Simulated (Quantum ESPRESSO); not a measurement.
# SiTe (P6/mmm) in Quantum ESPRESSO: settings compared

The runs below take SiTe through phonon dispersion, with LDA, PBE, PBEsol.

All numbers are computed with Quantum ESPRESSO 7.5; they aren't measurements. Logs are shortened: lines on timing, memory, paths and dates and some standing lists are left out, and cuts for length are marked.

## Step 1: Starting point

The structure is hexagonal, space group P6/mmm (No. 191). The conventional cell has a = 3.714 Å, b = 3.714 Å, c = 4.976 Å, α = 90.00°, β = 90.00°, γ = 120.00°. Si (site symmetry 6/mmm) has 2 Te at 2.49 Å as nearest neighbours. Te (site symmetry 6/mmm) has 2 Si at 2.49 Å as nearest neighbours.

The cell was built by a generator and needn't be a form met in nature.

## Step 2: Phonon dispersion, LDA

File pw.in:

```
&CONTROL
  calculation = 'scf'
  prefix = 'pwscf'
  outdir = './tmp'
  pseudo_dir = './pseudo'
  tprnfor = .true.
  tstress = .true.
  disk_io = 'low'
/
&SYSTEM
  ibrav = 0
  celldm(1) = 8
  nat = 2
  ntyp = 2
  ecutwfc = 80
  nbnd = 16
  occupations = 'smearing'
  smearing = 'fd'
  degauss = 0.00367493
/
&ELECTRONS
  conv_thr = 4d-10
  electron_maxstep = 120
  mixing_beta = 0.5
/
ATOMIC_SPECIES
Si    28.0850 Si.upf
Te   127.6000 Te.upf
CELL_PARAMETERS alat
  0.8773846935089   0.0000000000000   0.0000000000000
 -0.4386923467544   0.7598374334070   0.0000000000000
  0.0000000000000   0.0000000000000   1.1754976540629
ATOMIC_POSITIONS crystal
Si     0.0000000000    0.0000000000    0.5000000000
Te     0.0000000000    0.0000000000    0.0000000000
K_POINTS automatic
4 4 2 0 0 1
```

File relax.in:

```
&CONTROL
  calculation = 'vc-relax'
  prefix = 'pwscf'
  outdir = './tmp'
  pseudo_dir = './pseudo'
  tprnfor = .true.
  tstress = .true.
  disk_io = 'low'
  nstep = 40
  forc_conv_thr = 0.0001
  etot_conv_thr = 1d-06
/
&SYSTEM
  ibrav = 0
  celldm(1) = 8
  nat = 2
  ntyp = 2
  ecutwfc = 80
  nbnd = 16
  occupations = 'smearing'
  smearing = 'fd'
  degauss = 0.00367493
/
&ELECTRONS
  conv_thr = 4d-10
  electron_maxstep = 120
  mixing_beta = 0.5
/
&IONS
  ion_dynamics = 'bfgs'
/
&CELL
  cell_dynamics = 'bfgs'
  press = 0
  press_conv_thr = 0.2
/
ATOMIC_SPECIES
Si    28.0850 Si.upf
Te   127.6000 Te.upf
CELL_PARAMETERS alat
  0.8773846935089   0.0000000000000   0.0000000000000
 -0.4386923467544   0.7598374334070   0.0000000000000
  0.0000000000000   0.0000000000000   1.1754976540629
ATOMIC_POSITIONS crystal
Si     0.0000000000    0.0000000000    0.5000000000
Te     0.0000000000    0.0000000000    0.0000000000
K_POINTS automatic
4 4 2 0 0 1
```

File scf2.in:

```
&CONTROL
  calculation = 'scf'
  prefix = 'pwscf'
  outdir = './tmp'
  pseudo_dir = './pseudo'
  tprnfor = .true.
  tstress = .true.
  disk_io = 'low'
/
&SYSTEM
  ibrav = 0
  celldm(1) = 8
  nat = 2
  ntyp = 2
  ecutwfc = 80
  nbnd = 16
  occupations = 'smearing'
  smearing = 'fd'
  degauss = 0.00367493
/
&ELECTRONS
  conv_thr = 1d-13
  electron_maxstep = 120
  mixing_beta = 0.5
  startingpot = 'file'
  startingwfc = 'file'
/
ATOMIC_SPECIES
Si    28.0850 Si.upf
Te   127.6000 Te.upf
CELL_PARAMETERS alat
  0.7321617588434  -0.0000000000000   0.0000000000000
 -0.3660808794217   0.6340706828379   0.0000000000000
  0.0000000000000   0.0000000000000   1.3195107024894
ATOMIC_POSITIONS crystal
Si     0.0000000000    0.0000000000    0.5000000000
Te     0.0000000000    0.0000000000    0.0000000000
K_POINTS automatic
4 4 2 0 0 1
```

File ph.in:

```
phonon_bands of SiTe
&INPUTPH
  prefix = 'pwscf'
  outdir = './tmp'
  tr2_ph = 1d-18
  fildyn = 'dyn'
  niter_ph = 90
  alpha_mix(1) = 0.4
  ldisp = .true.
  nq1 = 2
  nq2 = 2
  nq3 = 2
/
```

File q2r.in:

```
&INPUT
  fildyn = 'dyn'
  zasr = 'crystal'
  flfrc = 'fc'
/
```

File matdyn.in:

```
&INPUT
  asr = 'crystal'
  flfrc = 'fc'
  flfrq = 'freq'
  q_in_cryst_coord = .true.
  flvec = ' '
/
80
 0.0000000000  0.0000000000  0.0000000000
 0.0454545455  0.0000000000  0.0000000000
 0.0909090909  0.0000000000  0.0000000000
 0.1363636364  0.0000000000  0.0000000000
 0.1818181818  0.0000000000  0.0000000000
 0.2272727273  0.0000000000  0.0000000000
 0.2727272727  0.0000000000  0.0000000000
 0.3181818182  0.0000000000  0.0000000000
 0.3636363636  0.0000000000  0.0000000000
 0.4090909091  0.0000000000  0.0000000000
 0.4545454545  0.0000000000  0.0000000000
 0.5000000000  0.0000000000  0.0000000000
 0.4722222222  0.0555555556  0.0000000000
 0.4444444444  0.1111111111  0.0000000000
 0.4166666667  0.1666666667  0.0000000000
 0.3888888889  0.2222222222  0.0000000000
 0.3611111111  0.2777777778  0.0000000000
 0.3333333333  0.3333333333  0.0000000000
 0.3076923077  0.3076923077  0.0000000000
 0.2820512821  0.2820512821  0.0000000000
 0.2564102564  0.2564102564  0.0000000000
 0.2307692308  0.2307692308  0.0000000000
 0.2051282051  0.2051282051  0.0000000000
 0.1794871795  0.1794871795  0.0000000000
 0.1538461538  0.1538461538  0.0000000000
 0.1282051282  0.1282051282  0.0000000000
 0.1025641026  0.1025641026  0.0000000000
 0.0769230769  0.0769230769  0.0000000000
 0.0512820513  0.0512820513  0.0000000000
 0.0256410256  0.0256410256  0.0000000000
 0.0000000000  0.0000000000  0.0000000000
 0.0000000000  0.0000000000  0.1000000000
 0.0000000000  0.0000000000  0.2000000000
 0.0000000000  0.0000000000  0.3000000000
 0.0000000000  0.0000000000  0.4000000000
 0.0000000000  0.0000000000  0.5000000000
 0.0454545455  0.0000000000  0.5000000000
 0.0909090909  0.0000000000  0.5000000000
 0.1363636364  0.0000000000  0.5000000000
 0.1818181818  0.0000000000  0.5000000000
 0.2272727273  0.0000000000  0.5000000000
 0.2727272727  0.0000000000  0.5000000000
 0.3181818182  0.0000000000  0.5000000000
 0.3636363636  0.0000000000  0.5000000000
 0.4090909091  0.0000000000  0.5000000000
 0.4545454545  0.0000000000  0.5000000000
 0.5000000000  0.0000000000  0.5000000000
 0.4722222222  0.0555555556  0.5000000000
 0.4444444444  0.1111111111  0.5000000000
 0.4166666667  0.1666666667  0.5000000000
 0.3888888889  0.2222222222  0.5000000000
 0.3611111111  0.2777777778  0.5000000000
 0.3333333333  0.3333333333  0.5000000000
 0.3095238095  0.3095238095  0.5000000000
 0.2857142857  0.2857142857  0.5000000000
 0.2619047619  0.2619047619  0.5000000000
 0.2380952381  0.2380952381  0.5000000000
 0.2142857143  0.2142857143  0.5000000000
 0.1904761905  0.1904761905  0.5000000000
 0.1666666667  0.1666666667  0.5000000000
 0.1428571429  0.1428571429  0.5000000000
 0.1190476190  0.1190476190  0.5000000000
 0.0952380952  0.0952380952  0.5000000000
 0.0714285714  0.0714285714  0.5000000000
 0.0476190476  0.0476190476  0.5000000000
 0.0238095238  0.0238095238  0.5000000000
 0.0000000000  0.0000000000  0.5000000000
 0.5000000000  0.0000000000  0.5000000000
 0.5000000000  0.0000000000  0.4166666667
 0.5000000000  0.0000000000  0.3333333333
 0.5000000000  0.0000000000  0.2500000000
 0.5000000000  0.0000000000  0.1666666667
 0.5000000000  0.0000000000  0.0833333333
 0.5000000000  0.0000000000  0.0000000000
 0.3333333333  0.3333333333  0.0000000000
 0.3333333333  0.3333333333  0.1000000000
 0.3333333333  0.3333333333  0.2000000000
 0.3333333333  0.3333333333  0.3000000000
 0.3333333333  0.3333333333  0.4000000000
 0.3333333333  0.3333333333  0.5000000000
```

File matdyn_dos.in:

```
&INPUT
  asr = 'crystal'
  flfrc = 'fc'
  dos = .true.
  fldos = 'phdos'
  nk1 = 8
  nk2 = 8
  nk3 = 8
  deltaE = 1
  flvec = ' '
  flfrq = ' '
/
```

File matdyn_mesh.in:

```
&INPUT
  asr = 'crystal'
  flfrc = 'fc'
  flfrq = 'mesh'
  q_in_cryst_coord = .true.
  flvec = ' '
/
144
 0.08333333  0.08333333  0.12500000
 0.08333333  0.08333333  0.37500000
 0.08333333  0.08333333  0.62500000
[... 141 further points of the even 6 x 6 x 4 mesh, shifted by half a step ...]
```

Potentials or basis: PseudoDojo 0.4.1 SR LDA standard.

Command:

```bash
$ OMP_NUM_THREADS=1 pw.x -in pw.in > pw.out
$ OMP_NUM_THREADS=1 pw.x -in relax.in > relax.out
$ OMP_NUM_THREADS=1 pw.x -in scf2.in > scf2.out
$ OMP_NUM_THREADS=1 ph.x -in ph.in > ph.out
$ OMP_NUM_THREADS=1 q2r.x -in q2r.in > q2r.out
$ OMP_NUM_THREADS=1 matdyn.x -in matdyn.in > matdyn.out
$ OMP_NUM_THREADS=1 matdyn.x -in matdyn_dos.in > matdyn_dos.out
$ OMP_NUM_THREADS=1 matdyn.x -in matdyn_mesh.in > matdyn_mesh.out
```

pw.out:

```text
This program is part of the open-source Quantum ESPRESSO suite
     for quantum simulation of materials; please cite
         "P. Giannozzi et al., J. Phys.:Condens. Matter 21 395502 (2009);
         "P. Giannozzi et al., J. Phys.:Condens. Matter 29 465901 (2017);
         "P. Giannozzi et al., J. Chem. Phys. 152 154105 (2020);
     in publications or presentations arising from this work. More details at

     Message from routine setup:
     using ibrav=0 with symmetry is DISCOURAGED, use correct ibrav instead

     G-vector sticks info
     --------------------
     sticks:   dense  smooth     PW     G-vecs:    dense   smooth      PW
     Sum        1069    1069    313                38729    38729    5813

     Using Slab Decomposition

     bravais-lattice index     =            0
     lattice parameter (alat)  =       8.0000  a.u.
     unit-cell volume          =     401.2384 (a.u.)^3
     number of atoms/cell      =            2
     number of atomic types    =            2
     number of electrons       =        20.00
     number of Kohn-Sham states=           16
     kinetic-energy cutoff     =      80.0000  Ry
     charge density cutoff     =     320.0000  Ry
     scf convergence threshold =      4.0E-10
     mixing beta               =       0.5000
     number of iterations used =            8  plain     mixing
     Exchange-correlation= SLA  PW   NOGX NOGC
                           (   1   4   0   0   0   0   0)

     celldm(1)=   8.000000  celldm(2)=   0.000000  celldm(3)=   0.000000
     celldm(4)=   0.000000  celldm(5)=   0.000000  celldm(6)=   0.000000

     crystal axes: (cart. coord. in units of alat)
               a(1) = (   0.877385   0.000000   0.000000 )
               a(2) = (  -0.438692   0.759837   0.000000 )
               a(3) = (   0.000000   0.000000   1.175498 )

     reciprocal axes: (cart. coord. in units 2 pi/alat)
               b(1) = (  1.139751  0.658035 -0.000000 )
               b(2) = (  0.000000  1.316071  0.000000 )
               b(3) = (  0.000000 -0.000000  0.850704 )

     PseudoPot. # 1 for Si read from file:
     Si.upf
     Pseudo is Norm-conserving + core correction, Zval =  4.0
     Generated using ONCVPSP code by D. R. Hamann
     Using radial grid of 1510 points,  6 beta functions with:
                l(1) =   0
                l(2) =   0
                l(3) =   1
                l(4) =   1
                l(5) =   2
                l(6) =   2

     PseudoPot. # 2 for Te read from file:
     Te.upf
     Pseudo is Norm-conserving + core correction, Zval = 16.0
     Generated using ONCVPSP code by D. R. Hamann
     Using radial grid of 1278 points,  6 beta functions with:
                l(1) =   0
                l(2) =   0
                l(3) =   1
                l(4) =   1
                l(5) =   2
                l(6) =   2

     atomic species   valence    mass     pseudopotential
     Si                4.00    28.08500     Si( 1.00)
     Te               16.00   127.60000     Te( 1.00)

     24 Sym. Ops., with inversion, found

   Cartesian axes

     site n.     atom                  positions (alat units)
         1        Si     tau(   1) = (   0.0000000   0.0000000   0.5877488  )
         2        Te     tau(   2) = (   0.0000000   0.0000000   0.0000000  )

     number of k points=     4  Fermi-Dirac smearing, width (Ry)=  0.0037
                       cart. coord. in units 2pi/alat
        k(    1) = (   0.0000000   0.0000000   0.2126759), wk =   0.1250000
        k(    2) = (   0.0000000   0.3290177   0.2126759), wk =   0.7500000
        k(    3) = (   0.0000000  -0.6580355   0.2126759), wk =   0.3750000
        k(    4) = (   0.2849377   0.4935266   0.2126759), wk =   0.7500000

     Dense  grid:    38729 G-vectors     FFT dimensions: (  40,  40,  54)

     Initial potential from superposition of free atoms

     starting charge      19.9993, renormalised to      20.0000
     Starting wfcs are   13 randomized atomic wfcs +    3 random wfcs

     Self-consistent Calculation

     iteration #  1     ecut=    80.00 Ry     beta= 0.50
     Davidson diagonalization with overlap
     ethr =  1.00E-02,  avg # of iterations =  6.2

     Threshold (ethr) on eigenvalues was too large:
     Diagonalizing with lowered threshold

     Davidson diagonalization with overlap
     ethr =  9.94E-05,  avg # of iterations =  6.8

     total energy              =    -217.61238890 Ry
     estimated scf accuracy    <       0.02110457 Ry

     iteration #  2     ecut=    80.00 Ry     beta= 0.50
     Davidson diagonalization with overlap
     ethr =  1.06E-04,  avg # of iterations =  2.0

     total energy              =    -217.61017525 Ry
     estimated scf accuracy    <       0.01510244 Ry

     iteration #  3     ecut=    80.00 Ry     beta= 0.50
     Davidson diagonalization with overlap
     ethr =  7.55E-05,  avg # of iterations =  2.0

     total energy              =    -217.61272624 Ry
     estimated scf accuracy    <       0.01333321 Ry

     iteration #  4     ecut=    80.00 Ry     beta= 0.50
     Davidson diagonalization with overlap
     ethr =  6.67E-05,  avg # of iterations =  1.0

     total energy              =    -217.61398425 Ry
     estimated scf accuracy    <       0.00008960 Ry

     iteration #  5     ecut=    80.00 Ry     beta= 0.50
     Davidson diagonalization with overlap
     ethr =  4.48E-07,  avg # of iterations =  2.5

     total energy              =    -217.61400397 Ry
     estimated scf accuracy    <       0.00003010 Ry

     iteration #  6     ecut=    80.00 Ry     beta= 0.50
     Davidson diagonalization with overlap
     ethr =  1.50E-07,  avg # of iterations =  1.0

     total energy              =    -217.61400916 Ry
     estimated scf accuracy    <       0.00000698 Ry

     iteration #  7     ecut=    80.00 Ry     beta= 0.50
     Davidson diagonalization with overlap
     ethr =  3.49E-08,  avg # of iterations =  1.0

     total energy              =    -217.61401030 Ry
     estimated scf accuracy    <       0.00000060 Ry

     iteration #  8     ecut=    80.00 Ry     beta= 0.50
     Davidson diagonalization with overlap
     ethr =  2.98E-09,  avg # of iterations =  1.2

     total energy              =    -217.61401039 Ry
     estimated scf accuracy    <          1.8E-09 Ry

     iteration #  9     ecut=    80.00 Ry     beta= 0.50
     Davidson diagonalization with overlap
     ethr =  9.10E-12,  avg # of iterations =  4.0

     total energy              =    -217.61401039 Ry
     estimated scf accuracy    <          7.4E-09 Ry

     iteration # 10     ecut=    80.00 Ry     beta= 0.50
     Davidson diagonalization with overlap
     ethr =  9.10E-12,  avg # of iterations =  1.0

     total energy              =    -217.61401039 Ry
     estimated scf accuracy    <          4.3E-09 Ry

     iteration # 11     ecut=    80.00 Ry     beta= 0.50
     Davidson diagonalization with overlap
     ethr =  9.10E-12,  avg # of iterations =  1.0

     End of self-consistent calculation

          k = 0.0000 0.0000 0.2127 (  4821 PWs)   bands (ev):

   -30.2145 -30.2145 -30.2141 -30.1858 -30.1858  -6.0508  -1.5179   4.1861
     7.0157   7.0157  10.3131  10.3131  11.0199  13.7177  14.4950  14.5710

          k = 0.0000 0.3290 0.2127 (  4845 PWs)   bands (ev):

   -30.2155 -30.2104 -30.2094 -30.1875 -30.1862  -5.5437  -0.9850   4.0522
     4.6637   6.2941   7.5869   9.6140  11.6378  13.4637  13.8514  14.8956

          k = 0.0000-0.6580 0.2127 (  4844 PWs)   bands (ev):

   -30.2165 -30.2067 -30.2044 -30.1893 -30.1867  -4.8788  -0.2561   2.0169
     5.4079   5.4352   5.7379   9.0940  10.7557  12.2115  13.7867  14.1147

          k = 0.2849 0.4935 0.2127 (  4870 PWs)   bands (ev):

   -30.2118 -30.2102 -30.2056 -30.1886 -30.1873  -4.8966  -0.2801   2.7403
     4.2315   5.2996   6.2883   7.5440  12.8592  13.7003  14.1819  14.3958

     the Fermi energy is     6.2744 ev

!    total energy              =    -217.61401039 Ry
     estimated scf accuracy    <          3.6E-12 Ry
     smearing contrib. (-TS)   =      -0.00374211 Ry
     internal energy E=F+TS    =    -217.61026828 Ry

     The total energy is F=E-TS. E is the sum of the following terms:
     one-electron contribution =    -117.28675313 Ry
     hartree contribution      =      64.66446022 Ry
     xc contribution           =     -51.47809160 Ry
     ewald contribution        =    -113.50988377 Ry

     convergence has been achieved in  11 iterations

     Forces acting on atoms (cartesian axes, Ry/au):

     atom    1 type  1   force =     0.00000000    0.00000000   -0.00000000
     atom    2 type  2   force =     0.00000000    0.00000000    0.00000000

     Total force =     0.000000     Total SCF correction =     0.000000

     Computing stress (Cartesian axis) and pressure

          total   stress  (Ry/bohr**3)                   (kbar)     P=       39.17
  -0.00058331   0.00000000   0.00000000          -85.81        0.00        0.00
   0.00000000  -0.00058331   0.00000000            0.00      -85.81        0.00
  -0.00000000  -0.00000000   0.00196544           -0.00       -0.00      289.13

=------------------------------------------------------------------------------=
   JOB DONE.
=------------------------------------------------------------------------------=
```

Run time: 8.4 min. Hardware: 1 thread of Intel Xeon Platinum 8175M at 2.50GHz (Skylake/Cascade Lake), shared host; peak memory 0.09 GiB.

Results:

```
Free energy                            : -2962.4947 eV
Relaxed volume                         : 23.24 Å³/atom
Relaxed cell                           : a = 3.100 Å, b = 3.100 Å, c = 5.586 Å, α = 90.00°, β = 90.00°, γ = 120.00°
Space group after relaxing (to 0.05 Å) : P6/mmm (No. 191)
Pressure after relaxing                : 0.1 GPa
Band gap on the k mesh                 : none (metal or under the smearing width)
Highest phonon frequency               : 279 cm⁻¹
Most unstable mode                     : 434i cm⁻¹
```

Step by step:
```csv
step,energy change (eV),largest force (eV/Å),pressure (GPa),volume (Å³)
1,0.0000,0.0000,3.92,59.46
2,-0.5568,0.0000,-2.40,60.57
3,-1.1627,0.0000,-7.81,59.26
4,-1.4296,0.0000,-8.63,55.34
5,-1.5642,0.0000,-6.10,50.78
6,-1.6249,0.0000,-4.64,49.61
7,-1.6710,0.0000,-3.25,48.57
8,-1.7041,0.0000,-0.11,46.52
9,-1.7044,0.0000,-0.13,46.58
10,-1.7047,0.0000,0.02,46.46
11,-1.7047,0.0000,0.00,46.48
```

Final structure:
```yaml
crystal:
  lattice:
    - [3.09955, 0.00000, 0.00000]
    - [-1.54977, 2.68429, 0.00000]
    - [0.00000, 0.00000, 5.58604]
  atoms:
    - { symbol: Si, position: [0.00000, 0.00000, 0.50000] }
    - { symbol: Te, position: [0.00000, 0.00000, 0.00000] }
```

Phonon frequencies in cm⁻¹ (negative: imaginary):
| q point | frequencies |
| --- | --- |
| (0.000, 0.000, 0.000) | 0 0 0 85 85 217 |
| (0.318, 0.000, 0.000) | -363 -161 38 85 172 232 |
| (0.417, 0.167, 0.000) | -414 -263 43 125 194 241 |
| (0.231, 0.231, 0.000) | -382 -254 41 122 180 238 |
| (0.051, 0.051, 0.000) | -99 15 27 56 78 218 |
| (0.000, 0.000, 0.500) | 40 40 77 77 130 191 |
| (0.318, 0.000, 0.500) | -356 -143 85 125 177 250 |
| (0.417, 0.167, 0.500) | -406 -248 122 128 199 274 |
| (0.238, 0.238, 0.500) | -377 -249 122 128 186 267 |
| (0.071, 0.071, 0.500) | -144 14 53 87 129 204 |
| (0.500, 0.000, 0.250) | -430 -187 92 97 207 255 |
| (0.333, 0.333, 0.300) | -351 -351 102 171 171 266 |

Phonon frequencies at the corners of the path (cm⁻¹, interpolated; i marks imaginary ones):
```
point                frequencies
    Γ            0 0 0 85 85 217
    M    434i 197i 42 97 204 239
    K   358i 358i 43 167 167 242
    A        40 40 77 77 130 191
    L   426i 177i 97 122 209 270
    H  347i 347i 121 172 172 279
```

Phonon states per cell in windows of 50 cm⁻¹ (negative: imaginary):
```
from (cm⁻¹)  total    Si    Te
       -450   0.21  0.21  0.00
       -400   0.43  0.43  0.00
       -350   0.17  0.17  0.00
       -300   0.22  0.22  0.00
       -250   0.31  0.31  0.00
       -200   0.33  0.33  0.00
       -150   0.16  0.15  0.00
       -100   0.08  0.08  0.01
        -50   0.07  0.05  0.01
          0   0.17  0.03  0.14
         50   1.05  0.07  0.98
        100   1.03  0.01  1.02
        150   0.72  0.00  0.71
        200   0.72  0.61  0.11
        250   0.34  0.33  0.01
```

Caveat: the k mesh is coarse (spacing up to 0.63 Å⁻¹), so the values aren't converged; the mesh is thin for the phonons of a metal; some modes are imaginary; the volume moved by over 15 % at a fixed basis, so the end points are rough; the layers were relaxed without a dispersion term, so their spacing and the soft interlayer modes are unreliable; the q mesh is small, so phonon branches between its points and thermal values are rough. Spin-orbit coupling is left out, which matters for the levels of Te.

[end of part 1 of 3]
